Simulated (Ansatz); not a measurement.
# CH6NO2Ta: how energies converge with the basis set

The task here is to estimate one member of a computed series from the others.

The runs use Ansatz 0.2.0, Gaussian basis; one geometry, several basis sets.

Plan: PBE0-D4/def2-SVP; ωB97M-V/def2-SVP; PBE0-D4/def2-QZVPP; ωB97M-V/def2-QZVPP; the functionals' def2-TZVPP values are taken from earlier runs.

**The relaxed structure**

An earlier PBE0-D4 in a triple-zeta def2 set relaxation fixed the geometry. Ta takes the def2 core potential; no spin-orbit term is included.

11 atoms, charge 0, spin multiplicity 1.

Atoms are counted from 1 here; the program's logs count them from 0.

Bond lengths: C1–Ta2 2.167 Å, C1–H6 1.096 Å, C1–H7 1.094 Å, C1–H8 1.094 Å, Ta2–N3 1.768 Å, Ta2–O4 1.909 Å, Ta2–O5 1.909 Å, N3–H9 1.005 Å, O4–H10 0.956 Å, O5–H11 0.956 Å. Angles: Ta2–C1–H6 110.3°, Ta2–C1–H7 111.1°, Ta2–C1–H8 111.1°, H6–C1–H7 108.3°, H6–C1–H8 108.3°, H7–C1–H8 107.5°, C1–Ta2–N3 104.0°, C1–Ta2–O4 107.4°, C1–Ta2–O5 107.4°, N3–Ta2–O4 112.1°, N3–Ta2–O5 112.1°, O4–Ta2–O5 113.2°, Ta2–N3–H9 177.3°, Ta2–O4–H10 132.0°, Ta2–O5–H11 132.0°.

As a file:

```xyz
11
CH6NO2Ta
C    -1.5624    0.4436   -0.3672
Ta    0.5090   -0.1129   -0.0586
N     0.6011   -0.4837    1.6673
O     1.5804    1.3960   -0.5276
O     0.8545   -1.6463   -1.1421
H    -1.7354    0.6982   -1.4195
H    -1.8335    1.3083    0.2453
H    -2.2348   -0.3755   -0.0961
H     0.6994   -0.7042    2.6431
H     2.1340    1.9745   -0.0047
H     1.0532   -2.5549   -0.9196
```

The first run:

File in.yaml:

```yaml
crystal:
  periodic: [false, false, false]
  atoms:
    - {symbol: C, position_ang: [-1.562419, 0.443565, -0.367194]}
    - {symbol: Ta, position_ang: [0.508963, -0.112941, -0.058600]}
    - {symbol: N, position_ang: [0.601147, -0.483651, 1.667337]}
    - {symbol: O, position_ang: [1.580413, 1.395958, -0.527556]}
    - {symbol: O, position_ang: [0.854533, -1.646320, -1.142111]}
    - {symbol: H, position_ang: [-1.735450, 0.698209, -1.419489]}
    - {symbol: H, position_ang: [-1.833503, 1.308255, 0.245325]}
    - {symbol: H, position_ang: [-2.234801, -0.375457, -0.096143]}
    - {symbol: H, position_ang: [0.699362, -0.704178, 2.643063]}
    - {symbol: H, position_ang: [2.133955, 1.974456, -0.004651]}
    - {symbol: H, position_ang: [1.053200, -2.554896, -0.919581]}
basis:
  gaussian: {orbitals: def2-SVP}
hamiltonian: {xc: pbe0, dispersion: d4}
output: {orbitals: {seedname: orbitals}}
```

The run is started by

```bash
ansatz run in.yaml --threads 4 --pin off --events-out ev --progress --plain --max-ram 10444MiB
```

Among the steps run: PBE0-D4 in def2-SVP; ωB97M-V in def2-SVP; PBE0-D4 in def2-QZVPP; ωB97M-V in def2-QZVPP.

One of the session's tables, all rows but one given; the rest of the session is left out.

It belongs to the step «Functionals by basis». 

```
functional       basis  HOMO (eV)  LUMO (eV)
   PBE0-D4    def2-SVP      -7.44      -0.20
   PBE0-D4  def2-TZVPP      -7.49      -0.26
   PBE0-D4  def2-QZVPP      -7.53      -0.34
   ωB97M-V    def2-SVP          ?          ?
   ωB97M-V  def2-TZVPP      -9.83       1.23
   ωB97M-V  def2-QZVPP      -9.87       0.65
```

**Question.** Estimate the row for ωB97M-V, def2-SVP.

The run gave: HOMO (eV): -9.76; LUMO (eV): 1.59. In the column «HOMO (eV)» it lies between ωB97M-V, def2-TZVPP (-9.83) and PBE0-D4, def2-QZVPP (-7.53).
